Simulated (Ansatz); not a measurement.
# MgCd2Te3: the cost of one run

Method: DFT PBE, scalar-relativistic, plane waves, PAW, in Ansatz 0.2.0.

2 further runs of the same task are left out: 1 that didn't finish, 1 set aside as unsound or not needed.

### Step 1. The starting structure

It takes space group P6/mmm (No. 191, hexagonal). Conventional cell: a = 6.366 Å, b = 6.366 Å, c = 5.245 Å, α = 90.00°, β = 90.00°, γ = 120.00°. Around Mg (site symmetry 6/mmm) lie 6 Cd at 3.68 Å and 12 Te at 4.12 Å. Cd (site symmetry -6m2) has 6 Te at 3.20 Å and 3 Mg at 3.68 Å and 3 Cd at 3.68 Å as nearest neighbours. Te (site symmetry mmm) has 4 Te at 3.18 Å and 4 Cd at 3.20 Å and 4 Mg at 4.12 Å as nearest neighbours.

As a file:

```cif
data_structure
_symmetry_space_group_name_H-M 'P 1'
_symmetry_Int_Tables_number 1
_cell_length_a 6.3658
_cell_length_b 6.3658
_cell_length_c 5.2454
_cell_angle_alpha 90.000
_cell_angle_beta 90.000
_cell_angle_gamma 120.000
_cell_volume 184.08
loop_
_atom_site_label
_atom_site_type_symbol
_atom_site_fract_x
_atom_site_fract_y
_atom_site_fract_z
_atom_site_occupancy
Mg1 Mg 0.00000 0.00000 0.00000 1
Cd1 Cd 0.33333 0.66667 0.00000 1
Cd2 Cd 0.66667 0.33333 0.00000 1
Te1 Te 0.50000 0.00000 0.50000 1
Te2 Te 0.00000 0.50000 0.50000 1
Te3 Te 0.50000 0.50000 0.50000 1
```

The cell is invented: species swapped into a database cell of YCo3Ni2 (P6/mmm, No. 191), with Mg on the Y sites, Te on the Co sites and Cd on the Ni sites. Its size is a rough estimate.

### Step 2. Probe: one point on a coarse mesh

Input file input.yaml:

```yaml
crystal:
  lattice:
    - [6.36580893, 0.0, 0.0]
    - [-3.18290446, 5.51295225, 0.0]
    - [0.0, 0.0, 5.24535669]
  atoms:
    - { symbol: Mg, position: [0.0, 0.0, 0.0] }
    - { symbol: Cd, position: [0.33333333, 0.66666667, 0.0] }
    - { symbol: Cd, position: [0.66666667, 0.33333333, 0.0] }
    - { symbol: Te, position: [0.5, 0.0, 0.5] }
    - { symbol: Te, position: [0.0, 0.5, 0.5] }
    - { symbol: Te, position: [0.5, 0.5, 0.5] }
basis:
  ecutwfc: 420
kpoints:
  mp_grid: { grid: [3, 3, 4] }
hamiltonian:
  xc: pbe
scf:
  occupations: { method: gaussian, width: 0.1 }
  lower_state_search: "off"
output:
  forces: true
  stress: true
  eigenvalues: true
```

The run is started by

```sh
$ ansatz run input.yaml --threads 1 --pin off --max-ram 2048MiB --backend cpu --events-out ev --progress --plain --runs-dir out
```

What time and memory should one allow on 1 thread of Arm Neoverse V2, shared host?

About 5.5 s, with a peak of 0.45 GiB.
